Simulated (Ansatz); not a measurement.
# TiRh: a single-point run

Aim: a sound single-point run of TiRh. The structure is shown as the input types it.

Method: DFT, r2SCAN, PAW with Ansatz's default frozen-core files, scalar-relativistic, in Ansatz 0.2.0.

### Step 1. The system as given

Symmetry: Pm-3m, No. 221, cubic system. The conventional cell has a = 2.830 Å, b = 2.830 Å, c = 2.830 Å, α = 90.00°, β = 90.00°, γ = 90.00°. Ti (site symmetry m-3m) is surrounded by 8 Rh at 2.45 Å. Rh (site symmetry m-3m) is surrounded by 8 Ti at 2.45 Å.

Structure file:

```xyz
2
Lattice="2.8303 0.0000 0.0000 0.0000 2.8303 0.0000 0.0000 0.0000 2.8303" Properties=species:S:1:pos:R:3 pbc="T T T"
Ti    1.4152    1.4152    1.4152
Rh    0.0000    0.0000    0.0000
```

### Step 2. The run

Input file input.yaml:

```yaml
crystal:
  lattice:
    - [2.8303488525, 0.0, 0.0]
    - [0.0, 2.8303488525, 0.0]
    - [0.0, 0.0, 2.8303488525]
  atoms:
    - { symbol: Ti, position: [0.5, 0.5, 0.5] }
    - { symbol: Rh, position: [0.0, 0.0, 0.0] }
kpoints:
  mp_grid: { grid: [12, 12, 12] }
  band_path:
    path:
      - [0.0, 0.0, 0.0]
      - [0.0, 0.5, 0.0]
      - [0.5, 0.5, 0.0]
      - [0.0, 0.0, 0.0]
      - [0.5, 0.5, 0.5]
      - [0.0, 0.5, 0.0]
      - [0.5, 0.5, 0.5]
      - [0.5, 0.5, 0.0]
    npoints: 6
scf:
  occupations: { method: fermi_dirac, width: 0.05 }
  mixing: { algorithm: anderson, beta: 0.001, ndim: 1 }
  max_iter: 80
hamiltonian:
  xc: r2scan
  pseudopotentials: { kind: paw }
output:
  forces: true
  stress: true
  eigenvalues: true
  efg: { contact_densities: true }
  populations: true
```

Started as:

```sh
$ ansatz run input.yaml --threads 1 --pin off --max-ram 2048MiB --backend cpu --events-out ev --progress --plain --runs-dir out
```

What happens when this is run?

This run ends as converged, with warnings (gradients without spin orbit). It gives a pressure of 93 GPa, which is large; a structure far from rest gives such values too, whatever the setting.

Look at the input: scf.mixing.algorithm is anderson; scf.mixing.beta is 0.001; scf.mixing.ndim is 1. What could go wrong: mixing too weak. The residual crept for many cycles and then fell at once, which so weak a step can't do by itself: the program changed its mixing. Several mixing settings were changed at once, so this run can't tell how much each is to blame.

To check: delete scf.mixing.algorithm, scf.mixing.beta and scf.mixing.ndim (the default then holds).
